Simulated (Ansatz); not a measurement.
# MgS (Niningerite): how the settings move a single-point run

Aim: see which settings change the result for MgS (Niningerite), by how much, and at what cost.

Program: Ansatz 0.2.0. Level of theory: reference: DFT, PBEsol, plane waves, PAW. These are calculated values, not measurements.

1 further run of the same task is left out (it didn't finish).

## 1. The starting structure

The structure is cubic, space group Fm-3m (No. 225). The conventional cell has a = 5.203 Å, b = 5.203 Å, c = 5.203 Å, α = 90.00°, β = 90.00°, γ = 90.00°. Mg (site symmetry m-3m) has 6 S at 2.60 Å as nearest neighbours. Around S (site symmetry m-3m) lie 6 Mg at 2.60 Å.

Coordinates:

```cif
data_structure
_symmetry_space_group_name_H-M 'Fm-3m'
_symmetry_Int_Tables_number 225
_cell_length_a 5.2030
_cell_length_b 5.2030
_cell_length_c 5.2030
_cell_angle_alpha 90.000
_cell_angle_beta 90.000
_cell_angle_gamma 90.000
_cell_volume 140.85
loop_
_atom_site_label
_atom_site_type_symbol
_atom_site_symmetry_multiplicity
_atom_site_Wyckoff_symbol
_atom_site_fract_x
_atom_site_fract_y
_atom_site_fract_z
_atom_site_occupancy
Mg1 Mg 4 a 0.00000 0.00000 0.00000 1
S1 S 4 b 0.50000 0.00000 0.00000 1
```

## 2. The reference run

input.yaml

```yaml
crystal:
  lattice:
    - [0.0, 2.6015177399, 2.6015177399]
    - [2.6015177399, 0.0, 2.6015177399]
    - [2.6015177399, 2.6015177399, 0.0]
  atoms:
    - { symbol: Mg, position: [0.0, 0.0, 0.0] }
    - { symbol: S, position: [0.5, 0.5, 0.5] }
kpoints:
  mp_grid: { grid: [6, 6, 6] }
hamiltonian:
  xc: pbesol
scf:
  occupations: { method: fixed }
  n_extra_bands: 4
output:
  forces: true
  stress: true
  eigenvalues: true
```

Run with:

```
$ ansatz run input.yaml --threads 4 --pin off --max-ram 3686MiB --backend cpu --events-out ev --progress --plain --runs-dir out
```

## 3. Variant: xc mr2scan

Edit input.yaml of step 2 so:

```diff
@@ -11,3 +11,3 @@
 hamiltonian:
-  xc: pbesol
+  xc: mr2scan
 scf:
```

## 4. Variant: ecutwfc 350

Edit input.yaml of step 2 so:

```diff
@@ -19 +19,3 @@
   eigenvalues: true
+basis:
+  ecutwfc: 350
```

## 5. Changed: occupations.method methfessel_paxton, occupations.width 0.5

Edit input.yaml of step 2 so:

```diff
@@ -13,3 +13,3 @@
 scf:
-  occupations: { method: fixed }
+  occupations: { method: methfessel_paxton, width: 0.5 }
   n_extra_bands: 4
```

## 6. Variant: occupations.method gaussian, occupations.width 0.5

Edit input.yaml of step 2 so:

```diff
@@ -13,3 +13,3 @@
 scf:
-  occupations: { method: fixed }
+  occupations: { method: gaussian, width: 0.5 }
   n_extra_bands: 4
```

## 7. Changing settings: ecutwfc 200

Edit input.yaml of step 2 so:

```diff
@@ -19 +19,3 @@
   eigenvalues: true
+basis:
+  ecutwfc: 200
```

## 8. Changing settings: mixing.ndim 2

Edit input.yaml of step 2 so:

```diff
@@ -15,2 +15,4 @@
   n_extra_bands: 4
+  mixing: { ndim: 2 }
+  max_iter: 76
 output:
```

Before running it: what results should come out? Wanted: for each run, ending; energy change; pressure; gap; force.

As calculated:

| run | ending | energy change | pressure (GPa) | gap (eV) | force (eV/Å) | cycles | time |
| --- | --- | --- | --- | --- | --- | --- | --- |
| reference | converged | 0 | -0.9 | 2.70 | 0.00 | 6 | 0.49 s |
| 1: xc mr2scan | converged | not comparable | 0.0 | 3.46 | 0.00 | 6 | 0.98 s |
| 2: ecutwfc 350 | converged | +1.3 meV/atom | -0.9 | 2.70 | 0.00 | 6 | 0.44 s |
| 3: occupations.method methfessel_paxton, occupations.width 0.5 | converged | 0.0 meV/atom (σ→0) | -0.9 | 2.70 | 0.00 | 5 | 0.47 s |
| 4: occupations.method gaussian, occupations.width 0.5 | converged | 0.0 meV/atom (σ→0) | -0.9 | 2.70 | 0.00 | 6 | 0.49 s |
| 5: ecutwfc 200 | converged | +1.05 eV/atom | -0.9 | 2.74 | 0.00 | 6 | 0.36 s |
| 6: mixing.ndim 2 | converged | 0.0 meV/atom | -0.9 | 2.70 | 0.00 | 7 | 0.51 s |

Residual by cycle in the longest SCF loop of each run; runs are numbered as in the table. The quantity is the density residual dr2, in eV.

| cycle | reference | run 1 | run 2 | run 3 | run 4 | run 5 | run 6 |
| --- | --- | --- | --- | --- | --- | --- | --- |
| 1 | 0.00689 | 0.00667 | 0.00673 | 0.00684 | 0.00685 | 0.0518 | 0.00689 |
| 2 | 2.9e-4 | 0.00213 | 3.1e-4 | 2.9e-4 | 2.9e-4 | 0.00293 | 0.00171 |
| 3 | 2.7e-5 | 2.1e-4 | 2.4e-5 | 2.6e-5 | 2.6e-5 | 1.7e-4 | 4.0e-5 |
| 4 | 5.2e-7 | 4.4e-6 | 5.3e-7 | 4.5e-7 | 4.6e-7 | 2.5e-5 | 3.8e-6 |
| 5 | 2.1e-9 | 1.9e-8 | 2.0e-9 | 1.6e-9 | 1.6e-9 | 3.8e-7 | 2.6e-7 |
| 6 | 5.2e-11 | 9.3e-9 | 1.3e-11 | - | 3.5e-12 | 1.1e-8 | 1.2e-7 |
| 7 | - | - | - | - | - | - | 8.2e-9 |

**Reading.** Runs 2 and 5 ran under the cutoff that the potentials recommend, as the log warns, so basis error is mixed into their values, and swamps them where the cutoff is far short.
